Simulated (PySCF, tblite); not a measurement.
**C5H8BCl: geometry, infrared bands and NMR shifts**

Wanted: the infrared bands and NMR shifts of C5H8BCl (`C=C=CCB(C)Cl`), by calculation.

Computed with tblite 0.8.0 and PySCF 2.14.0, with density-fitted response routines of our own, on a single molecule in the gas phase. Atoms are numbered from 0 throughout.

### 1 The starting structure

15 atoms, charge 0, multiplicity 1; geometry from: force field or distance geometry start.

Bonds of the start (Å): C0–C1 1.32, C1–C2 1.29, C2–C3 1.49, C3–B4 1.58, B4–C5 1.59, B4–Cl6 1.86, C0–H7 1.06, C0–H8 1.06, C2–H9 1.05, C3–H10 1.09, C3–H11 1.12, C5–H12 1.12, C5–H13 1.09, C5–H14 1.10.

### 2 Geometry optimisation with GFN2-xTB

Job settings and geometry (Å):

```
{"job": {"kind": "relax", "xc": "GFN2-xTB", "basis": "xTB"}, "charge": 0, "multiplicity": 1}
C      3.166000    -0.013300     0.579500
C      1.889700    -0.176400     0.270300
C      0.639000    -0.336400    -0.003000
C     -0.289000     0.653700     0.606500
B     -1.557400     0.736200    -0.332500
C     -2.305600    -0.645100    -0.594900
Cl    -1.434500     1.864200    -1.808300
H      3.511200    -0.520200     1.448600
H      3.714200     0.623900    -0.067100
H      0.366100    -1.129400    -0.642700
H      0.196900     1.618200     0.779500
H     -0.575000     0.239200     1.604600
H     -2.457300    -1.085300     0.429100
H     -3.244400    -0.522900    -1.139800
H     -1.624600    -1.298400    -1.151500
```

On the command line:

```
> OMP_NUM_THREADS=1 python probes_run.py task.json out
```

One launch serves the whole session: the jobs run in the order shown.

**Question.** This job is followed by: GFN2-xTB harmonic vibrations, gas phase; GIAO PBE0/pcSseg-1 NMR shielding, non-relativistic, gas phase. Predict these results of the whole session: strongest single infrared mode (GFN2-xTB); zero-point energy (GFN2-xTB); 13C shifts against TMS (PBE0/pcSseg-1); 1H shifts against TMS (PBE0/pcSseg-1, means over atoms taken as alike); 11B shifts against BF3·OEt2 (PBE0/pcSseg-1); 35Cl shifts against HCl (PBE0/pcSseg-1).

**Answer**, as computed:

| quantity | value |
| --- | --- |
| strongest single infrared mode (GFN2-xTB) | 1041 cm⁻¹, 178 km/mol |
| zero-point energy (GFN2-xTB) | 71.5 kcal/mol |
| 13C shifts against TMS (PBE0/pcSseg-1) | 222.4, 88.7, 78.7, 36.7, 13.7 ppm |
| 1H shifts against TMS (PBE0/pcSseg-1, means over atoms taken as alike) | 5.20, 4.94, 2.23, 0.99 ppm |
| 11B shifts against BF3·OEt2 (PBE0/pcSseg-1) | 73.2 ppm |
| 35Cl shifts against HCl (PBE0/pcSseg-1) | 272 ppm |

What this shows: Over 87 steps the energy fell by 0.811 eV; of the close pairs, B4–Cl6 changed most, 1.862 to 1.710 Å. No mode is imaginary among the 39: a minimum at this level. The strongest single mode, at 1041 cm⁻¹, has its largest shares on B4, C3, C2 and H12 (the list is cut at 4 atoms). Unscaled tight-binding wavenumbers are off by several per cent, some by more. Its intensities can rank the bands wrongly. C1 (central carbon of an allene) lies farthest downfield among carbon, at 222.4 ppm; the central sp carbon of an allene is among the most deshielded carbons of hydrocarbons. At PBE0/pcSseg-1: Shielding is most anisotropic at Cl6 (span 566 ppm, paramagnetic term -472 ppm).
